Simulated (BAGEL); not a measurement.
# CH6O2Si (SMILES C[SiH](O)O): a chain of runs

We compute a series of 15 runs (PBE0/cc-pVDZ, RI-MP2/cc-pVDZ) of CH6O2Si. 

The results are computed with BAGEL 1.2.2.

2 further runs of the same task are left out: 2 set aside as unsound or not needed.

### Step 1. The molecule

CH6O2Si has 10 atoms, charge 0, and is taken as a singlet. As SMILES, `C[SiH](O)O`. One bond was lengthened or shortened from a relaxed shape.

Bond lengths: C1–Si2 1.574 Å, Si2–O3 1.647 Å, Si2–O4 1.646 Å, C1–H5 1.093 Å, C1–H6 1.093 Å, C1–H7 1.092 Å, Si2–H8 1.484 Å, O3–H9 0.958 Å, O4–H10 0.958 Å. Some angles: C1–Si2–O3 105.2°, C1–Si2–O4 112.8°, O3–Si2–O4 112.2°, C1–Si2–H8 113.0°, O3–Si2–H8 110.8°, O4–Si2–H8 103.1°, Si2–C1–H5 111.0°, Si2–C1–H6 110.6°, Si2–C1–H7 110.8°, Si2–O3–H9 117.2°.

### Step 2. A single-point energy at PBE0/cc-pVDZ (density fitting with svp-jkfit) (run 1)

Input file input.json:

```json
{ "bagel" : [

{
  "title" : "molecule",
  "basis" : "cc-pvdz.json",
  "df_basis" : "svp-jkfit",
  "angstrom" : true,
  "geometry" : [
    { "atom" : "C", "xyz" : [      -1.021416,       0.322629,      -0.093418 ] },
    { "atom" : "Si", "xyz" : [       0.517500,       0.180000,       0.206800 ] },
    { "atom" : "O", "xyz" : [       0.650400,      -1.156000,       1.160800 ] },
    { "atom" : "O", "xyz" : [       1.425000,       0.058500,      -1.161600 ] },
    { "atom" : "H", "xyz" : [      -1.409516,      -0.574971,      -0.582618 ] },
    { "atom" : "H", "xyz" : [      -1.581816,       0.463929,       0.833782 ] },
    { "atom" : "H", "xyz" : [      -1.212816,       1.178629,      -0.744418 ] },
    { "atom" : "H", "xyz" : [       1.088600,       1.369900,       0.884700 ] },
    { "atom" : "H", "xyz" : [       1.521500,      -1.366900,       1.499800 ] },
    { "atom" : "H", "xyz" : [       1.192100,      -0.627600,      -1.788900 ] }
  ]
},

{
  "title" : "ks",
  "xc_func" : "pbe0"
},

{
  "title" : "print",
  "file" : "orbitals.molden",
  "orbitals" : true
}

]}
```

The basis set cc-pVDZ is read from a file made from the Basis Set Exchange's data (not shown).

The run is started by

```
BAGEL_NUM_THREADS=1 BAGEL input.json > input.out
```

The log of the run:

```text
* using 1 threads per process

  ===============================================================
  ===============================================================

  *** Geometry ***

  { "atom" : "C", "xyz" : [     -1.930197,      0.609680,     -0.176534 ] },
  { "atom" : "Si", "xyz" : [      0.977933,      0.340151,      0.390795 ] },
  { "atom" : "O", "xyz" : [      1.229078,     -2.184523,      2.193594 ] },
  { "atom" : "O", "xyz" : [      2.692860,      0.110549,     -2.195106 ] },
  { "atom" : "H", "xyz" : [     -2.663599,     -1.086538,     -1.100988 ] },
  { "atom" : "H", "xyz" : [     -2.989199,      0.876699,      1.575620 ] },
  { "atom" : "H", "xyz" : [     -2.291890,      2.227286,     -1.406746 ] },
  { "atom" : "H", "xyz" : [      2.057156,      2.588736,      1.671841 ] },
  { "atom" : "H", "xyz" : [      2.875218,     -2.583067,      2.834211 ] },
  { "atom" : "H", "xyz" : [      2.252743,     -1.185992,     -3.380531 ] },

  Number of auxiliary basis functions:      465

  Since a DF basis is specified, we compute 2- and 3-index integrals:
    o Being stored without compression. Storage requirement is 0.030 GB

  Number of basis functions:       90
  Number of electrons      :       42

    * METHOD: MOLECULE                             0.38

  *** Kohn-Sham DFT ***

    * Removing 19423 points whose weight is below 1.00e-10
    * Grid points: 129637

  === Nuclear Repulsion ===
   191.6942933129

       - DIIS with orbital gradients will be used.

  === KS iteration (pbe0 / cc-pvdz.json) ===
      0       -450.88625419          0.09356456           0.62
      1       -404.74376275          0.15969043           0.60
      2       -440.99953856          0.13635377           0.60
      3       -475.11509756          0.08978855           0.60
      4       -479.39727825          0.05168476           0.60
      5       -481.29158758          0.01055687           0.60
      6       -481.33719756          0.00706576           0.60
      7       -481.36198125          0.00323187           0.60
      8       -481.36746099          0.00183028           0.60
      9       -481.36977887          0.00019614           0.60
     10       -481.36980241          0.00006677           0.60
     11       -481.36980543          0.00001579           0.60
     12       -481.36980556          0.00000436           0.60
     13       -481.36980557          0.00000130           0.61
     14       -481.36980557          0.00000038           0.60
     15       -481.36980557          0.00000023           0.60
     16       -481.36980557          0.00000005           0.60
     17       -481.36980557          0.00000001           0.63
     18       -481.36980557          0.00000000           0.63
    * SCF iteration converged.

    * Permanent dipole moment:
           (    0.305649,     0.322297,     0.222088) a.u.

    * METHOD: KS                                  12.82

    * METHOD: PRINT                                0.04

  ===============================================================
```

It took 14 s on 1 thread of Arm Neoverse N1, shared host; peak memory 0.53 GiB.

### Step 3. Bond 2-1 at 1.852 A: the energy at RI-MP2/cc-pVDZ (density fitting with svp-jkfit) (run 2)

Input file input.json:

```json
{ "bagel": [

{
  "title": "molecule",
  "basis": "cc-pvdz.json",
  "df_basis": "svp-jkfit",
  "angstrom": true,
  "geometry": [
    { "atom": "C", "xyz": [      -1.292954,       0.347796,      -0.146391 ] },
    { "atom": "Si", "xyz": [       0.517500,       0.180000,       0.206800 ] },
    { "atom": "O", "xyz": [       0.650400,      -1.156000,       1.160800 ] },
    { "atom": "O", "xyz": [       1.425000,       0.058500,      -1.161600 ] },
    { "atom": "H", "xyz": [      -1.681054,      -0.549804,      -0.635591 ] },
    { "atom": "H", "xyz": [      -1.853354,       0.489096,       0.780809 ] },
    { "atom": "H", "xyz": [      -1.484354,       1.203796,      -0.797391 ] },
    { "atom": "H", "xyz": [       1.088600,       1.369900,       0.884700 ] },
    { "atom": "H", "xyz": [       1.521500,      -1.366900,       1.499800 ] },
    { "atom": "H", "xyz": [       1.192100,      -0.627600,      -1.788900 ] }
  ]
},

{ "title": "hf" },

{ "title": "mp2", "ncore": 8 }

]}
```

The basis set cc-pVDZ is read from a file made from the Basis Set Exchange's data (not shown).

The run is started by

```
BAGEL_NUM_THREADS=1 BAGEL input.json > input.out
```

The log of the run:

```text
* using 1 threads per process

  ===============================================================
  ===============================================================

  *** Geometry ***

  { "atom" : "C", "xyz" : [     -2.443329,      0.657239,     -0.276639 ] },
  { "atom" : "Si", "xyz" : [      0.977933,      0.340151,      0.390795 ] },
  { "atom" : "O", "xyz" : [      1.229078,     -2.184523,      2.193594 ] },
  { "atom" : "O", "xyz" : [      2.692860,      0.110549,     -2.195106 ] },
  { "atom" : "H", "xyz" : [     -3.176732,     -1.038979,     -1.201093 ] },
  { "atom" : "H", "xyz" : [     -3.502331,      0.924257,      1.475515 ] },
  { "atom" : "H", "xyz" : [     -2.805023,      2.274845,     -1.506851 ] },
  { "atom" : "H", "xyz" : [      2.057156,      2.588736,      1.671841 ] },
  { "atom" : "H", "xyz" : [      2.875218,     -2.583067,      2.834211 ] },
  { "atom" : "H", "xyz" : [      2.252743,     -1.185992,     -3.380531 ] },

  Number of auxiliary basis functions:      465

  Since a DF basis is specified, we compute 2- and 3-index integrals:
    o Being stored without compression. Storage requirement is 0.030 GB

  Number of basis functions:       90
  Number of electrons      :       42

    * METHOD: MOLECULE                             0.38

  *** RHF ***

  === Nuclear Repulsion ===
   183.9655311534

      * DIIS with orbital gradients will be used.

  === RHF iteration (cc-pvdz.json) ===
      0       -479.77793816          0.01932036           0.09
      1       -480.01696852          0.01180121           0.09
      2       -480.12410784          0.00152381           0.09
      3       -480.12599471          0.00051722           0.09
      4       -480.12618379          0.00008999           0.09
      5       -480.12619052          0.00001817           0.09
      6       -480.12619086          0.00000654           0.09
      7       -480.12619090          0.00000175           0.09
      8       -480.12619090          0.00000062           0.09
      9       -480.12619090          0.00000016           0.09
     10       -480.12619090          0.00000008           0.09
     11       -480.12619090          0.00000002           0.09
     12       -480.12619090          0.00000000           0.09
    * SCF iteration converged.

    * Permanent dipole moment:
           (    0.038728,     0.318541,     0.163477) a.u.

    * METHOD: HF                                   1.43

  *** RHF ***

  === Nuclear Repulsion ===
   183.9655311534

      * DIIS with orbital gradients will be used.

  === RHF iteration (cc-pvdz.json) ===
      0       -480.12619090          0.00000000           0.09
    * SCF iteration converged.

    * Permanent dipole moment:
           (    0.038728,     0.318541,     0.163477) a.u.

  === DF-MP2 calculation ===

    * freezing 8 orbitals
    * 3-index integral transformation done
    * assembly done

      MP2 correlation energy:   -0.6205440241      0.07

      MP2 total energy:       -480.7467349272

    * METHOD: MP2                                  0.28

  ===============================================================
```

Wall time 2.3 s (1 thread of Arm Neoverse N1, shared host); peak memory 0.15 GiB.

### Step 4. Bond 2-1 at 1.852 A: a single-point energy at PBE0/cc-pVDZ (density fitting with svp-jkfit) (run 3)

Input file input.json:

```json
{ "bagel" : [

{
  "title" : "molecule",
  "basis" : "cc-pvdz.json",
  "df_basis" : "svp-jkfit",
  "angstrom" : true,
  "geometry" : [
    { "atom" : "C", "xyz" : [   -1.292954,    0.347796,   -0.146391 ] },
    { "atom" : "Si", "xyz" : [    0.517500,    0.180000,    0.206800 ] },
    { "atom" : "O", "xyz" : [    0.650400,   -1.156000,    1.160800 ] },
    { "atom" : "O", "xyz" : [    1.425000,    0.058500,   -1.161600 ] },
    { "atom" : "H", "xyz" : [   -1.681054,   -0.549804,   -0.635591 ] },
    { "atom" : "H", "xyz" : [   -1.853354,    0.489096,    0.780809 ] },
    { "atom" : "H", "xyz" : [   -1.484354,    1.203796,   -0.797391 ] },
    { "atom" : "H", "xyz" : [    1.088600,    1.369900,    0.884700 ] },
    { "atom" : "H", "xyz" : [    1.521500,   -1.366900,    1.499800 ] },
    { "atom" : "H", "xyz" : [    1.192100,   -0.627600,   -1.788900 ] }
  ]
},
{ "title" : "ks", "xc_func" : "pbe0" },
{ "title" : "print", "file" : "orbitals.molden", "orbitals" : true }

]}
```

The basis set cc-pVDZ is read from a file made from the Basis Set Exchange's data (not shown).

The run is started by

```
BAGEL_NUM_THREADS=1 BAGEL input.json > input.out
```

The log of the run:

```text
* using 1 threads per process

  ===============================================================
  ===============================================================

  *** Geometry ***

  { "atom" : "C", "xyz" : [     -2.443329,      0.657239,     -0.276639 ] },
  { "atom" : "Si", "xyz" : [      0.977933,      0.340151,      0.390795 ] },
  { "atom" : "O", "xyz" : [      1.229078,     -2.184523,      2.193594 ] },
  { "atom" : "O", "xyz" : [      2.692860,      0.110549,     -2.195106 ] },
  { "atom" : "H", "xyz" : [     -3.176732,     -1.038979,     -1.201093 ] },
  { "atom" : "H", "xyz" : [     -3.502331,      0.924257,      1.475515 ] },
  { "atom" : "H", "xyz" : [     -2.805023,      2.274845,     -1.506851 ] },
  { "atom" : "H", "xyz" : [      2.057156,      2.588736,      1.671841 ] },
  { "atom" : "H", "xyz" : [      2.875218,     -2.583067,      2.834211 ] },
  { "atom" : "H", "xyz" : [      2.252743,     -1.185992,     -3.380531 ] },

  Number of auxiliary basis functions:      465

  Since a DF basis is specified, we compute 2- and 3-index integrals:
    o Being stored without compression. Storage requirement is 0.030 GB

  Number of basis functions:       90
  Number of electrons      :       42

    * METHOD: MOLECULE                             0.38

  *** Kohn-Sham DFT ***

    * Removing 18724 points whose weight is below 1.00e-10
    * Grid points: 130336

  === Nuclear Repulsion ===
   183.9655311534

       - DIIS with orbital gradients will be used.

  === KS iteration (pbe0 / cc-pvdz.json) ===
      0       -450.87409568          0.09429975           0.63
      1       -392.42061828          0.14573559           0.60
      2       -442.18092675          0.13099233           0.60
      3       -469.28194988          0.07850497           0.60
      4       -478.44182478          0.05060719           0.60
      5       -481.12827283          0.02117160           0.60
      6       -481.36429873          0.00896619           0.60
      7       -481.39209952          0.00597395           0.60
      8       -481.40730602          0.00370939           0.60
      9       -481.41764517          0.00079743           0.60
     10       -481.41800959          0.00016537           0.60
     11       -481.41802664          0.00004060           0.60
     12       -481.41802747          0.00000448           0.60
     13       -481.41802748          0.00000131           0.60
     14       -481.41802748          0.00000036           0.60
     15       -481.41802748          0.00000016           0.60
     16       -481.41802748          0.00000002           0.60
     17       -481.41802748          0.00000001           0.60
     18       -481.41802748          0.00000000           0.61
    * SCF iteration converged.

    * Permanent dipole moment:
           (    0.042424,     0.349434,     0.177158) a.u.

    * METHOD: KS                                  12.74

    * METHOD: PRINT                                0.05

  ===============================================================
```

Wall time 14 s (1 thread of Arm Neoverse N1, shared host); peak memory 0.53 GiB.

Runs 4 to 14 aren't shown in full; the table further down has their settings and results.

### Step 5. Bond 2-1 at 5.186 A: a single-point energy at PBE0/cc-pVDZ (density fitting with svp-jkfit) (run 15)

Input file dft.json:

```json
{ "bagel": [

{
  "title": "molecule",
  "basis": "cc-pvdz.json",
  "df_basis": "svp-jkfit",
  "angstrom": true,
  "geometry": [
    { "atom": "C", "xyz": [   -4.551909,    0.649841,   -0.782162 ] },
    { "atom": "Si", "xyz": [    0.517500,    0.180000,    0.206800 ] },
    { "atom": "O", "xyz": [    0.650400,   -1.156000,    1.160800 ] },
    { "atom": "O", "xyz": [    1.425000,    0.058500,   -1.161600 ] },
    { "atom": "H", "xyz": [   -4.940009,   -0.247759,   -1.271362 ] },
    { "atom": "H", "xyz": [   -5.112309,    0.791141,    0.145038 ] },
    { "atom": "H", "xyz": [   -4.743309,    1.505841,   -1.433162 ] },
    { "atom": "H", "xyz": [    1.088600,    1.369900,    0.884700 ] },
    { "atom": "H", "xyz": [    1.521500,   -1.366900,    1.499800 ] },
    { "atom": "H", "xyz": [    1.192100,   -0.627600,   -1.788900 ] }
  ]
},
{ "title": "ks", "xc_func": "pbe0" },
{ "title": "print", "file": "orbitals.molden", "orbitals": true }

]}
```

The basis set cc-pVDZ is read from a file made from the Basis Set Exchange's data (not shown).

The run is started by

```
BAGEL_NUM_THREADS=1 BAGEL dft.json > dft.out
```

The log of the run:

```text
* using 1 threads per process

  ===============================================================
  ===============================================================

  *** Geometry ***

  { "atom" : "C", "xyz" : [     -8.601861,      1.228022,     -1.478072 ] },
  { "atom" : "Si", "xyz" : [      0.977933,      0.340151,      0.390795 ] },
  { "atom" : "O", "xyz" : [      1.229078,     -2.184523,      2.193594 ] },
  { "atom" : "O", "xyz" : [      2.692860,      0.110549,     -2.195106 ] },
  { "atom" : "H", "xyz" : [     -9.335264,     -0.468197,     -2.402526 ] },
  { "atom" : "H", "xyz" : [     -9.660864,      1.495040,      0.274082 ] },
  { "atom" : "H", "xyz" : [     -8.963555,      2.845627,     -2.708284 ] },
  { "atom" : "H", "xyz" : [      2.057156,      2.588736,      1.671841 ] },
  { "atom" : "H", "xyz" : [      2.875218,     -2.583067,      2.834211 ] },
  { "atom" : "H", "xyz" : [      2.252743,     -1.185992,     -3.380531 ] },

  Number of auxiliary basis functions:      465

  Since a DF basis is specified, we compute 2- and 3-index integrals:
    o Being stored without compression. Storage requirement is 0.030 GB

  Number of basis functions:       90
  Number of electrons      :       42

    * METHOD: MOLECULE                             0.36

  *** Kohn-Sham DFT ***

    * Removing 15307 points whose weight is below 1.00e-10
    * Grid points: 133753

  === Nuclear Repulsion ===
   148.3466516303

       - DIIS with orbital gradients will be used.

  === KS iteration (pbe0 / cc-pvdz.json) ===
      0       -438.33906795          0.09294970           0.65
      1       -234.38267860          0.11045943           0.62
      2       -401.47807307          0.10935203           0.62
      3       -457.07496868          0.06432402           0.62
      4       -471.84725710          0.04845772           0.62
      5       -451.64464908          0.09476679           0.62
      6       -480.58028930          0.02497563           0.62
      7       -480.75845137          0.01992578           0.62
      8       -480.68519391          0.02126675           0.62
      9       -481.05400293          0.01348113           0.62
     10       -480.81938395          0.01407877           0.62
     11       -480.96186653          0.01010877           0.62
     12       -480.90322960          0.01203710           0.62
     13       -481.08567390          0.00954606           0.62
     14       -480.95518783          0.01205770           0.62
     15       -481.03902920          0.01096889           0.62
     16       -481.17483986          0.00380494           0.62
     17       -481.14888806          0.00612561           0.63
     18       -481.18762599          0.00102968           0.62
     19       -481.18736582          0.00111747           0.62
     20       -481.18764804          0.00098895           0.62
     21       -481.18795725          0.00080373           0.62
     22       -481.18836562          0.00045258           0.62
     23       -481.18855645          0.00002561           0.62
     24       -481.18855683          0.00001701           0.62
     25       -481.18855706          0.00000668           0.62
     26       -481.18855710          0.00000199           0.62
     27       -481.18855710          0.00000017           0.62
     28       -481.18855710          0.00000004           0.62
     29       -481.18855710          0.00000002           0.62
     30       -481.18855710          0.00000001           0.62
    * SCF iteration converged.

    * Permanent dipole moment:
           (   -0.912355,     0.442334,     0.052352) a.u.

    * METHOD: KS                                  20.56

    * METHOD: PRINT                                0.04

  ===============================================================
```

Run time: 21 s. Hardware: 1 thread of Arm Neoverse N1, shared host; peak memory 0.54 GiB.

### Step 6. All runs side by side

```
run                                            level  frozen core orbitals              partner  energy (Eh)  dipole moment (D)  HOMO energy (eV)  LUMO energy (eV)  wall time
  1    PBE0/cc-pVDZ (density fitting with svp-jkfit)                     –  bond 2-1 at 1.574 A  -481.369806               1.26             -8.29              1.64       14 s
  2  RI-MP2/cc-pVDZ (density fitting with svp-jkfit)                     8  bond 2-1 at 1.852 A  -480.746735                  –                 –                 –      2.3 s
  3    PBE0/cc-pVDZ (density fitting with svp-jkfit)                     –  bond 2-1 at 1.852 A  -481.418027               1.00             -8.29              1.50       14 s
  4  RI-MP2/cc-pVDZ (density fitting with svp-jkfit)                     8  bond 2-1 at 2.130 A  -480.729777                  –                 –                 –      2.3 s
  5    PBE0/cc-pVDZ (density fitting with svp-jkfit)                     –  bond 2-1 at 2.130 A  -481.401017               1.10             -7.94              1.34       14 s
  6  RI-MP2/cc-pVDZ (density fitting with svp-jkfit)                     8  bond 2-1 at 2.501 A  -480.682348                  –                 –                 –      2.4 s
  7    PBE0/cc-pVDZ (density fitting with svp-jkfit)                     –  bond 2-1 at 2.501 A  -481.354978               1.44             -7.21              0.29       14 s
  8  RI-MP2/cc-pVDZ (density fitting with svp-jkfit)                     8  bond 2-1 at 2.964 A  -480.625982                  –                 –                 –      2.4 s
  9    PBE0/cc-pVDZ (density fitting with svp-jkfit)                     –  bond 2-1 at 2.964 A  -481.300175               1.82             -6.40             -1.39       15 s
 10  RI-MP2/cc-pVDZ (density fitting with svp-jkfit)                     8  bond 2-1 at 3.519 A  -480.578793                  –                 –                 –      2.4 s
 11    PBE0/cc-pVDZ (density fitting with svp-jkfit)                     –  bond 2-1 at 3.519 A  -481.251948               2.13             -5.74             -2.60       18 s
 12  RI-MP2/cc-pVDZ (density fitting with svp-jkfit)                     8  bond 2-1 at 4.260 A  -480.549946                  –                 –                 –      2.5 s
 13    PBE0/cc-pVDZ (density fitting with svp-jkfit)                     –  bond 2-1 at 4.260 A  -481.212503               2.37             -5.24             -3.43       18 s
 14  RI-MP2/cc-pVDZ (density fitting with svp-jkfit)                     8  bond 2-1 at 5.186 A  -480.557556                  –                 –                 –      2.6 s
 15    PBE0/cc-pVDZ (density fitting with svp-jkfit)                     –  bond 2-1 at 5.186 A  -481.188557               2.58             -4.90             -3.86       21 s
```

### Step 7. Outcome

| quantity | value |
| --- | --- |
| bond 2-1 at 5.186 A, run 15: total energy | -481.18856 Eh |
| bond 2-1 at 5.186 A, run 15: dipole moment | 2.58 D |
| bond 2-1 at 5.186 A, run 15: HOMO energy | -4.90 eV |
| bond 2-1 at 5.186 A, run 15: LUMO energy | -3.86 eV |
| bond 2-1 at 5.186 A, run 15: HOMO–LUMO gap | 1.04 eV |

What this shows: In runs 10, 11, 12, 13, 14, 15 a closed-shell determinant meets a far-stretched bond, which it describes badly. All runs together took 2.4 min, the longest 21 s.
